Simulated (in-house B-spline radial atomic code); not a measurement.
**Sm⁴⁷⁺: ionisation energy by several methods**

Aim: the ionisation energy of Sm⁴⁷⁺ by several methods, each as the difference of two self-consistent energies (Sm⁴⁷⁺ and the next ion, [Ne] 3s2 3p2).

The numbers are computed with in-house B-spline radial atomic code version 1 (non-relativistic, several functionals, spin-polarised, exact exchange averaged over the configuration; spherical all-electron atom at the radial basis limit), except any that are marked as measured or tabulated.

## (1) What is computed

```
element       : samarium (Z = 62)
charge        : +47
electrons     : 15
configuration : [Ne] 3s2 3p3
nucleus       : point
```

Outer shells as boxes (Hund's rule):

[Ne] 3s2 3p3
```
[Ne] core
3s [↑↓]
3p [↑ ][↑ ][↑ ]
```

Where spins are not typed, each open shell is filled with up spins first.

## (2) ωB97X, a range-separated hybrid

Settings of the run:

```ini
Z = 62
electrons = 15.0
configuration = [Ne] 3s2 3p3
hamiltonian = nr
method = wb97x
spin_polarised = True
exact_exchange = averaged over the configuration
```

Launch:

```
python run_scf.py task.json out
```

task.json lists these runs, among others, and the program works through them in turn.

## (3) M06-2X, a global hybrid

Changes to the settings of step 2:

```diff
@@ -4,3 +4,3 @@
 hamiltonian = nr
-method = wb97x
+method = m062x
 spin_polarised = True
```

## (4) HSE06, a range-separated hybrid

Changes to the settings of step 3:

```diff
@@ -4,3 +4,3 @@
 hamiltonian = nr
-method = m062x
+method = hse06
 spin_polarised = True
```

Before running: The tabulated ionisation energy is 3971 ± 4 eV (tabulated theoretical; NIST Atomic Spectra Database). What does each method give, and which comes nearest?

As calculated:

| method | rung | total energy (hartree) | ΔSCF (eV) | −ε highest (eV) | ΔSCF less tabulated (eV) |
| --- | --- | --- | --- | --- | --- |
| M06-2X | global hybrid | -7927.5682 | 3945.49 | 3922.83 (3p up) | -25.51 |
| ωB97X | range-separated hybrid | -7927.9691 | 3947.13 | 3910.35 (3p up) | -23.87 |
| HSE06 | range-separated hybrid | -7926.9509 | 3946.09 | 3909.70 (3p up) | -24.91 |

**Reading.** The tabulated ionisation energy is 3971 ± 4 eV (tabulated theoretical; NIST Atomic Spectra Database). ωB97X comes nearest (-23.87 eV) and M06-2X is farthest (-25.51 eV, 0.64 %). All methods miss on the same side by much the same amount, which points to something that they share. These runs lack relativity altogether, which can outweigh the gaps between the methods, so the nearest may be so by luck. These runs leave out relativity, which matters at this nuclear charge. Open shells are averaged (over orientations, and over spins where the run is restricted), while tables refer to the lowest levels.
